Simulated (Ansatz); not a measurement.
# ZrBr2F2: basis-set convergence

How large a basis does ZrBr2F2 need? Two functionals are run in growing sets.

The runs use Ansatz 0.2.0, Gaussian basis; one geometry, several basis sets.

Plan: PBE0-D4/def2-SVP; ωB97M-V/def2-SVP; PBE0-D4/def2-QZVPP; ωB97M-V/def2-QZVPP; the functionals' def2-TZVPP values are taken from earlier runs.

## (1) The geometry

All runs share one geometry, relaxed beforehand with PBE0-D4 in a triple-zeta def2 set. Zr takes the def2 core potential; no spin-orbit term is included.

SMILES `[F][Zr]([F])([Br])[Br]`, 5 atoms, charge 0, spin multiplicity 1.

Atoms are counted from 1 here; the program's logs count them from 0.

Bond lengths: F1–Zr2 1.880 Å, Zr2–F3 1.880 Å, Zr2–Br4 2.485 Å, Zr2–Br5 2.485 Å. Angles: F1–Zr2–F3 108.7°, F1–Zr2–Br4 109.5°, F1–Zr2–Br5 109.5°, F3–Zr2–Br4 109.5°, F3–Zr2–Br5 109.5°, Br4–Zr2–Br5 110.3°.

Coordinates:

```mol
Br2F2Zr
  3D, bonds by distance, orders not assigned

  5  4  0  0  0  0  0  0  0  0999 V2000
    0.1808   -0.6172    1.8469 F   0  0
    0.0901   -0.1039    0.0410 Zr  0  0
    1.3540   -1.0993   -0.9310 F   0  0
   -2.1863   -0.5706   -0.8394 Br  0  0
    0.6115    2.3174   -0.1590 Br  0  0
  1  2  8  0
  2  3  8  0
  2  4  8  0
  2  5  8  0
M  END
```

## (2) PBE0-D4 in def2-SVP

in.yaml

```yaml
crystal:
  periodic: [false, false, false]
  atoms:
    - {symbol: F, position_ang: [0.180769, -0.617213, 1.846919]}
    - {symbol: Zr, position_ang: [0.090097, -0.103934, 0.041026]}
    - {symbol: F, position_ang: [1.353961, -1.099256, -0.931035]}
    - {symbol: Br, position_ang: [-2.186306, -0.570647, -0.839359]}
    - {symbol: Br, position_ang: [0.611479, 2.317449, -0.158951]}
basis:
  gaussian: {orbitals: def2-SVP}
hamiltonian: {xc: pbe0, dispersion: d4}
output: {orbitals: {seedname: orbitals}}
```

The run is started by

```console
$ ansatz run in.yaml --threads 4 --pin off --events-out ev --progress --plain --max-ram 10444MiB
```

The runs that follow: ωB97M-V in def2-SVP; PBE0-D4 in def2-QZVPP; ωB97M-V in def2-QZVPP.

Before running them: what should the planned runs give, taken together? Wanted: PBE0-D4: double and triple zeta above quadruple; ωB97M-V: double and triple zeta above quadruple.

**Answer**, as computed:

```
                                       quantity           value
PBE0-D4: double and triple zeta above quadruple  27.26, 3.24 eV
ωB97M-V: double and triple zeta above quadruple  27.16, 3.11 eV
```

**Reading.** PBE0-D4 gains 24.02 eV from double to triple zeta, then 3.24 eV more. Total energies overstate the basis error of differences, where much of it tends to cancel.
